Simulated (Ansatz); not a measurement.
# ClH₅OSi₂: up Jacob's ladder to CCSD(T)

One table from this session's results is given with a row withheld; the runs are named, their logs left out.

The runs use Ansatz 0.2.0, Gaussian basis; functionals in def2-TZVPP, the program's frozen cores in correlated methods.

The runs, in order: PBE-D4, r2SCAN-D4, PBE0-D4, B3LYP-D4, ωB97X-V, ωB97M-V, B2PLYP; CCSD(T)/def2-TZVPP; CCSD(T)/def2-QZVPP; extrapolation to the limit.

### The relaxed structure

The geometry comes from an earlier relaxation with PBE0-D4 in a triple-zeta def2 set; it is a stationary point, not always the lowest conformer.

SMILES `O[SiH2][SiH2]Cl`, 9 atoms, charge 0, spin multiplicity 1.

Atoms are counted from 1 here; the program's logs count them from 0.

Bond lengths: O1–Si2 1.649 Å, O1–H5 0.958 Å, Si2–Si3 2.340 Å, Si2–H6 1.493 Å, Si2–H7 1.491 Å, Si3–Cl4 2.063 Å, Si3–H8 1.484 Å, Si3–H9 1.486 Å. Angles: Si2–O1–H5 118.2°, O1–Si2–Si3 106.8°, O1–Si2–H6 111.7°, O1–Si2–H7 111.7°, Si3–Si2–H6 109.3°, Si3–Si2–H7 110.0°, H6–Si2–H7 107.3°, Si2–Si3–Cl4 109.6°, Si2–Si3–H8 112.3°, Si2–Si3–H9 110.2°, Cl4–Si3–H8 107.9°, Cl4–Si3–H9 107.8°, H8–Si3–H9 108.9°.

Set-up of the first run:

in.yaml reads:

```yaml
crystal:
  periodic: [false, false, false]
  atoms:
    - {symbol: O, position_ang: [0.353599, 0.046541, 1.904494]}
    - {symbol: Si, position_ang: [0.224976, 0.805674, 0.445726]}
    - {symbol: Si, position_ang: [-0.518246, -0.797966, -1.087864]}
    - {symbol: Cl, position_ang: [0.931847, -2.244338, -1.336491]}
    - {symbol: H, position_ang: [0.753861, 0.526931, 2.630472]}
    - {symbol: H, position_ang: [-0.751752, 1.933747, 0.494164]}
    - {symbol: H, position_ang: [1.531168, 1.369191, 0.000039]}
    - {symbol: H, position_ang: [-1.762442, -1.471944, -0.639028]}
    - {symbol: H, position_ang: [-0.763021, -0.167835, -2.411503]}
basis:
  gaussian: {orbitals: def2-TZVPP}
hamiltonian: {xc: pbe, dispersion: d4}
output: {forces: true, orbitals: {seedname: orbitals}}
```

The run is started by

```
> ansatz run in.yaml --threads 2 --pin off --events-out ev --progress --plain --max-ram 32768MiB --backend cpu
```

Among the steps run: PBE-D4 (GGA); r2SCAN-D4 (meta-GGA); PBE0-D4 (hybrid); B3LYP-D4 (hybrid); ωB97X-V (range-separated); ωB97M-V (range-separated); B2PLYP (double hybrid); CCSD(T) in def2-TZVPP; CCSD(T) in def2-QZVPP.

One of the session's tables, all rows but one given; the rest of the session is left out.

```
            method  atomisation energy (kJ/mol)
            PBE-D4                       2854.9
         r2SCAN-D4                       2867.5
           PBE0-D4                            ?
          B3LYP-D4                       2848.9
           ωB97X-V                       2888.3
           ωB97M-V                       2871.1
            B2PLYP                       2819.0
     HF/def2-TZVPP                       2127.0
    MP2/def2-TZVPP                       2817.2
   CCSD/def2-TZVPP                       2755.0
CCSD(T)/def2-TZVPP                       2789.3
           MP2/CBS                       2907.3
       CCSD(T)/CBS                       2882.0
```

**Question.** Estimate the row for PBE0-D4.

The run gave: atomisation energy (kJ/mol): 2828.1. In the column «atomisation energy (kJ/mol)» it lies between B2PLYP (2819.0) and B3LYP-D4 (2848.9).

Limits of these values: Free atoms (1 O, 2 Si, 1 Cl, 5 H) were run apart at each level; the atomisation energy is their sum less the molecule, without zero-point or spin-orbit terms.
